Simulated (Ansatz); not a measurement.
# MoHO+ (triplet): the correlation ladder, def2-QZVPP

One table from this session's results is given with a row withheld; the runs are named, their logs left out.

Computed with Ansatz 0.2.0, Gaussian basis. Level: def2-QZVPP, core rule «outside noble gas», up to 5 orbitals frozen.

To be run: UHF; ROHF; CCSD(T) on UHF.

2 further runs of the same task are left out: 2 set aside as unsound or not needed. Runs told in other sessions of the task aren't counted.

### The system

The geometry is a PBE0/def2-TZVP stationary point (not a proven minimum) of the parent state, kept for this charge and spin. No spin-orbit coupling is included. Elements past krypton take def2 core potentials.

3 atoms, charge 1, spin multiplicity 3.

Atoms are counted from 1 here; the program's logs count them from 0.

Bond lengths: Mo1–O2 1.645 Å, Mo1–H3 1.722 Å. Angles: O2–Mo1–H3 112.1°.

Set-up of the first run:

Contents of in.yaml:

```yaml
crystal:
  periodic: [false, false, false]
  atoms:
    - {symbol: Mo, position_ang: [0.000000, -0.033589, 0.225249]}
    - {symbol: O, position_ang: [0.000000, 0.106921, -1.414198]}
    - {symbol: H, position_ang: [0.000000, 1.499931, 1.007894]}
basis:
  gaussian: {orbitals: "def2-QZVPP.json"}
total_charge: 1
magnetization: {spin_polarized: true, initial_magnetization: 2}
hamiltonian: {xc: hf}
output: {orbitals: {seedname: orbitals}}
```

The run is started by

```bash
$ ansatz run in.yaml --threads 1 --pin off --events-out ev --progress --plain --max-ram 4096MiB --backend cpu
```

Steps of the session up to this table: UHF; ROHF; CCSD(T) on UHF.

One of the session's tables, all rows but one given; the rest of the session is left out.

```
  method  from UCCSD(T) (meV)
    ROHF             +12969.2
     UHF             +12456.5
    UMP2              +1295.8
   UCCSD                    ?
UCCSD(T)                    0
```

Q: Estimate the row for UCCSD from the others.

As computed: from UCCSD(T) (meV): +769.2. In the column «from UCCSD(T) (meV)» it lies between UCCSD(T) (0) and UMP2 (+1295.8).

The program flags UCCSD(T) as in doubt (see the logs), so the zero of the table is itself unsure.

Caveats from the session: The determinant of HF (⟨S²⟩ 2.54) is far from a pure spin state, so its energy mixes those of several spin states; that is harmless only where they are near-degenerate. The determinant of CCSD(T) (⟨S²⟩ 2.54) is far from a pure spin state, so its energy mixes those of several spin states; high orders of coupled cluster remove much of that, low ones don't. The program flags UCCSD(T) as in doubt, so the zero of the table is itself unsure.
